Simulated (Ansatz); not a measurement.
# One shape, several levels: doublet [SnH2O2]+

Wanted: a comparison of 6 runs (U-revPBE/def2-SVP, UBHLYP/def2-SVP, UPBE/def2-SVP, UPBE0/def2-SVP, RPA@PBE/def2-SVP, UCCSD/def2-SVP) of doublet [SnH2O2]+. 

The results are computed with Ansatz 0.2.0.

45 further runs of the same task are left out: 45 set aside as unsound or not needed.

## 1. The structure to begin with

The species is [SnH2O2]+ (5 atoms), meant as a doublet with charge +1. SMILES of the parent species: `[OH][Sn][OH]`. The coordinates come from a PBE0-D4/def2-TZVP relaxation. This is one conformer, not always the lowest. That shape belongs to the parent species and isn't relaxed for this state.

Bond lengths: O1–Sn2 1.987 Å, Sn2–O3 1.966 Å, O1–H4 0.960 Å, O3–H5 0.964 Å. Angles: O1–Sn2–O3 91.9°, Sn2–O1–H4 116.9°, Sn2–O3–H5 111.9°.

## 2. The energy at U-revPBE/def2-SVP (core potential) (run 1)

molecule.yaml

```yaml
crystal:
  periodic: [false, false, false]
  atoms:
    - {symbol: O, position_ang: [-0.984300, 0.177800, -0.613800]}
    - {symbol: Sn, position_ang: [-0.153700, -0.943900, 0.800900]}
    - {symbol: O, position_ang: [1.561800, 0.002900, 0.636100]}
    - {symbol: H, position_ang: [-1.901200, -0.005600, -0.831400]}
    - {symbol: H, position_ang: [1.527200, 0.695100, -0.033300]}
basis:
  gaussian:
    orbitals: def2-SVP
total_charge: 1
magnetization:
  spin_polarized: true
  initial_magnetization: 1
hamiltonian:
  xc: {name: revPBE}
accuracy: high
output: {orbitals: {seedname: orbitals}}
```

Run with:

```bash
$ ansatz run molecule.yaml --threads 1 --pin off --max-ram 3480MiB --events-out events.jsonl --progress --plain --runs-dir runs
```

Output:

```text
Warning: RAYON_NUM_THREADS=1 ignored (pool sized by the plan → 1); use --threads N
Functional definition: revPBE
  name "revPBE"
  parameter kappa = 1.245
  parameter beta = 0.06672455060314922
  exchange = pbe_x(kappa = kappa, mu = beta*pi^2/3)
  correlation = pbe_c(beta = beta)
1456 factors; integrals over basis functions are off by at most 3.2e-9 eV
mean field evaluation 1: about -9913.1302 eV, gradient 9.0e1 eV
mean field evaluation 2: about -9611.5314 eV, gradient 2.0e2 eV
mean field evaluation 4: about -9938.0497 eV, gradient 3.7e1 eV
mean field evaluation 8: about -9946.6090 eV, gradient 5.8e-1 eV
mean field evaluation 16: about -9946.6079 eV, gradient 4.9e-4 eV
mean field evaluation 32: about -9946.0031 eV, gradient 7.8e0 eV
mean field -9946.60793334 eV, -365.5310994971 hartree, gradient 2.5e-8 eV, S^2 0.753521; 5 other end points of the search recorded, 0 dependent functions left out
reference -9946.60793710 eV, -365.5310996354 hartree; 20, 19 occupied and 44, 45 virtual orbitals, 1456 factors
Total energy: -9946.60793710 eV, -365.5310996354 hartree
```

It took 10 s on 1 thread of Arm Neoverse V1, shared host; peak memory 0.2 GiB.

## 3. A single-point energy at UBHLYP/def2-SVP (core potential) (run 2)

in.yaml

```yaml
crystal:
  periodic: [false, false, false]
  atoms:
    - {symbol: O, position_ang: [-0.984300, 0.177800, -0.613800]}
    - {symbol: Sn, position_ang: [-0.153700, -0.943900, 0.800900]}
    - {symbol: O, position_ang: [1.561800, 0.002900, 0.636100]}
    - {symbol: H, position_ang: [-1.901200, -0.005600, -0.831400]}
    - {symbol: H, position_ang: [1.527200, 0.695100, -0.033300]}
basis:
  gaussian: {orbitals: def2-SVP}
total_charge: 1
magnetization: {spin_polarized: true, initial_magnetization: 1}
hamiltonian: {xc: {name: BHLYP}}
accuracy: high
output: {orbitals: {seedname: orbitals}}
```

Run with:

```bash
$ ansatz run in.yaml --threads 1 --pin off --max-ram 3480MiB --events-out events.jsonl --progress --plain --runs-dir runs
```

Output:

```text
Warning: RAYON_NUM_THREADS=1 ignored (pool sized by the plan → 1); use --threads N
Functional definition: BHLYP
  name "BHLYP"
  parameter a = 0.5
  exchange = (1 - a)*b88_x + a*exact_x
  correlation = lyp_c
1456 factors; integrals over basis functions are off by at most 3.2e-9 eV
mean field evaluation 1: about -9920.9290 eV, gradient 7.2e1 eV
mean field evaluation 2: about -9835.8271 eV, gradient 1.4e2 eV
mean field evaluation 4: about -9941.8425 eV, gradient 3.8e0 eV
mean field evaluation 8: about -9942.0006 eV, gradient 4.0e-1 eV
mean field evaluation 16: about -9942.0658 eV, gradient 9.0e-3 eV
mean field evaluation 32: about -9942.0658 eV, gradient 8.3e-7 eV
mean field -9942.06579965 eV, -365.3641791628 hartree, gradient 5.3e-8 eV, S^2 0.774752; 4 other end points of the search recorded, 0 dependent functions left out
reference -9942.06582099 eV, -365.3641799473 hartree; 20, 19 occupied and 44, 45 virtual orbitals, 1456 factors
Total energy: -9942.06582099 eV, -365.3641799473 hartree
```

It took 13 s on 1 thread of Arm Neoverse V1, shared host; peak memory 0.26 GiB.

Runs 3 to 5 aren't shown in full; the table further down has their settings and results.

## 4. The energy at UCCSD/def2-SVP (core potential) (run 6)

Edit molecule.yaml of step 2 so:

```diff
@@ -1 +1,4 @@
+basis:
+  gaussian:
+    orbitals: def2-SVP
 crystal:
@@ -8,5 +11,2 @@
     - {symbol: H, position_ang: [1.527200, 0.695100, -0.033300]}
-basis:
-  gaussian:
-    orbitals: def2-SVP
 total_charge: 1
@@ -15,5 +15,7 @@
   initial_magnetization: 1
-hamiltonian:
-  xc: {name: revPBE}
+correlation:
+  method: ccsd
+  frozen_orbitals: {H: 0, O: 1, Sn: 4}
 accuracy: high
-output: {orbitals: {seedname: orbitals}}
+scf:
+  omitted_lower_state_checks: [cluster_reference, increment]
```

Run with:

```bash
$ ansatz run molecule.yaml --threads 1 --pin off --max-ram 3480MiB --events-out events.jsonl --progress --plain --runs-dir runs
```

Output, cut to the lines that bear on the results:

```text
Warning: RAYON_NUM_THREADS=1 ignored (pool sized by the plan → 1); use --threads N
Functional definition: HF
  name "HF"
[...]
1456 factors; integrals over basis functions are off by at most 3.2e-9 eV
[...]
mean field -9900.14158466 eV, -363.8234926792 hartree, gradient 3.6e-8 eV, S^2 0.835026; 10 other end points of the search recorded, 0 dependent functions left out
6 core orbitals not correlated: weight in the atoms' cores, before any rotation towards them, 1.000 or more for the frozen orbitals, at most 0.000 for the correlated occupied ones
reference -9900.14158466 eV, -363.8234926792 hartree; 14, 13 occupied and 44, 45 virtual orbitals, 1456 factors
second order -12.12001455 eV of doubles, -0.00000000 eV of singles
cycle   1  -12.13782911 eV  change   -1.8e-2 eV  update   1.3e-1
[...]
cycle  34  -12.85963521 eV  change   5.5e-10 eV  update   2.1e-9
Total energy: -9913.00121987 eV, -364.2960755566 hartree
Checks for a lower state left out: cluster_reference, increment
```

Run time: 39 s. Hardware: 1 thread of Arm Neoverse V1, shared host; peak memory 0.46 GiB.

## 5. Overview of the runs

| run | level | frozen core orbitals | energy (Eh) | HOMO energy (eV) | LUMO energy (eV) | ⟨S²⟩ | wall time |
| --- | --- | --- | --- | --- | --- | --- | --- |
| 1 | U-revPBE/def2-SVP (core potential) | – | -365.531100 | -13.10 | -12.58 | 0.754 | 10 s |
| 2 | UBHLYP/def2-SVP (core potential) | – | -365.364180 | -15.98 | -11.00 | 0.775 | 13 s |
| 3 | UPBE/def2-SVP (core potential) | – | -365.370608 | -13.17 | -12.69 | 0.753 | 9.3 s |
| 4 | UPBE0/def2-SVP (core potential) | – | -365.361895 | -14.76 | -11.89 | 0.761 | 15 s |
| 5 | RPA@PBE/def2-SVP (core potential) | 6 | -364.499064 | – | – | 0.753 | 21 s |
| 6 | UCCSD/def2-SVP (core potential) | 6 | -364.296076 | – | – | 0.835 | 39 s |

## 6. What came out

| quantity | value |
| --- | --- |
| run 6: total energy | -364.29608 Eh |
| run 6: correlation energy (6 core orbitals frozen) | -472.6 mEh |
| run 6: ⟨S²⟩ of the reference determinant | 0.835 |
| run 6: T1 diagnostic | 0.041 |

In words: Totals of different functionals can't be ranked against each other. All runs together took 1.8 min, the longest 39 s.
